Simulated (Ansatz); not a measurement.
# C2H7BSSi: one species, many methods

An exercise on one series of results from a longer session: the logs are not shown, and one member is left open.

Computed with Ansatz 0.2.0, Gaussian basis. Level: functionals in def2-TZVPP, the program's frozen cores in correlated methods.

Levels to be run: LDA (SPW92), PBE-D4, revPBE-D4, BLYP-D4, r2SCAN-D4, B97M-V, PBE0-D4, B3LYP-D4, r2SCANh-D4, r2SCAN0-D4, HSE06-D4, BHLYP-D4, CAM-B3LYP-D4, LC-ωPBE, ωB97X-V, ωB97M-V, B2PLYP, PBE-QIDH; CCSD(T)/def2-SVP; CCSD(T)/def2-TZVPP; MP2/def2-QZVPP; extrapolation to the limit; RPA on PBE.

## The geometry

All runs share one geometry, relaxed beforehand with PBE0-D4 in a triple-zeta def2 set.

SMILES `[SiH3]B1CSC1`, 12 atoms, charge 0, spin multiplicity 1.

Atoms are counted from 1 here; the program's logs count them from 0.

Bond lengths: Si1–B2 2.022 Å, Si1–H6 1.492 Å, Si1–H7 1.489 Å, Si1–H8 1.491 Å, B2–C3 1.576 Å, B2–C5 1.574 Å, C3–S4 1.828 Å, C3–H9 1.094 Å, C3–H10 1.094 Å, S4–C5 1.828 Å, C5–H11 1.095 Å, C5–H12 1.095 Å. Angles: B2–Si1–H6 109.5°, B2–Si1–H7 113.5°, B2–Si1–H8 109.7°, H6–Si1–H7 108.2°, H6–Si1–H8 107.5°, H7–Si1–H8 108.3°, Si1–B2–C3 129.7°, Si1–B2–C5 131.8°, C3–B2–C5 98.5°, B2–C3–S4 89.9°, B2–C3–H9 115.4°, B2–C3–H10 115.4°, S4–C3–H9 113.9°, S4–C3–H10 114.0°, H9–C3–H10 107.6°, C3–S4–C5 81.5°, B2–C5–S4 90.0°, B2–C5–H11 115.3° and more.

Set-up of the first run:

Contents of in.yaml:

```yaml
crystal:
  periodic: [false, false, false]
  atoms:
    - {symbol: Si, position_ang: [-1.607804, -0.924856, 0.483743]}
    - {symbol: B, position_ang: [0.088927, 0.039365, -0.043424]}
    - {symbol: C, position_ang: [1.158972, 0.761082, 0.861183]}
    - {symbol: S, position_ang: [2.122243, 1.197836, -0.630302]}
    - {symbol: C, position_ang: [0.750569, 0.306916, -1.445926]}
    - {symbol: H, position_ang: [-2.514684, 0.017557, 1.200838]}
    - {symbol: H, position_ang: [-2.349719, -1.494515, -0.674300]}
    - {symbol: H, position_ang: [-1.283477, -2.036607, 1.423516]}
    - {symbol: H, position_ang: [0.793042, 1.626415, 1.422559]}
    - {symbol: H, position_ang: [1.694797, 0.113934, 1.562555]}
    - {symbol: H, position_ang: [1.062306, -0.587225, -1.995251]}
    - {symbol: H, position_ang: [0.161729, 0.924999, -2.131292]}
basis:
  gaussian: {orbitals: def2-TZVPP}
hamiltonian: {xc: lda}
output: {orbitals: {seedname: orbitals}}
```

Launch:

```sh
$ ansatz run in.yaml --threads 4 --pin off --events-out ev --progress --plain --max-ram 10444MiB
```

Steps of the session up to this table: LDA; PBE-D4 (GGA); revPBE-D4 (GGA); BLYP-D4 (GGA); r2SCAN-D4 (meta-GGA); B97M-V (meta-GGA); B3LYP-D4 (hybrid); r2SCANh-D4 (hybrid); r2SCAN0-D4 (hybrid); HSE06-D4 (hybrid); BHLYP-D4 (hybrid); CAM-B3LYP-D4 (range-separated); LC-ωPBE (range-separated); ωB97X-V (range-separated); ωB97M-V (range-separated); B2PLYP (double hybrid); PBE-QIDH (double hybrid).

One table of the session follows, with a row left open; its other results are not shown here.

It belongs to the step «Frontier levels by functional». 

| functional | HOMO (eV) | LUMO (eV) | gap (eV) |
| --- | --- | --- | --- |
| LDA (SPW92) | -5.34 | -3.19 | 2.15 |
| PBE-D4 | -5.24 | -2.98 | 2.26 |
| revPBE-D4 | -5.20 | -2.89 | 2.32 |
| BLYP-D4 | -5.08 | -2.80 | 2.28 |
| r2SCAN-D4 | -5.46 | -2.70 | 2.76 |
| B97M-V | ? | ? | ? |
| PBE0-D4 | -6.46 | -2.03 | 4.43 |
| B3LYP-D4 | -6.21 | -2.20 | 4.01 |
| r2SCANh-D4 | -5.92 | -2.37 | 3.55 |
| r2SCAN0-D4 | -6.60 | -1.87 | 4.73 |
| HSE06-D4 | -6.05 | -2.41 | 3.64 |
| BHLYP-D4 | -7.53 | -0.93 | 6.60 |
| CAM-B3LYP-D4 | -7.78 | -0.85 | 6.93 |
| LC-ωPBE | -9.19 | 0.29 | 9.48 |
| ωB97X-V | -8.83 | 0.19 | 9.01 |
| ωB97M-V | -8.67 | -0.03 | 8.65 |

Q: Estimate the row for B97M-V from the others.

As computed: HOMO (eV): -5.60; LUMO (eV): -2.75; gap (eV): 2.85. In the column «HOMO (eV)» it lies between r2SCANh-D4 (-5.92) and r2SCAN-D4 (-5.46).
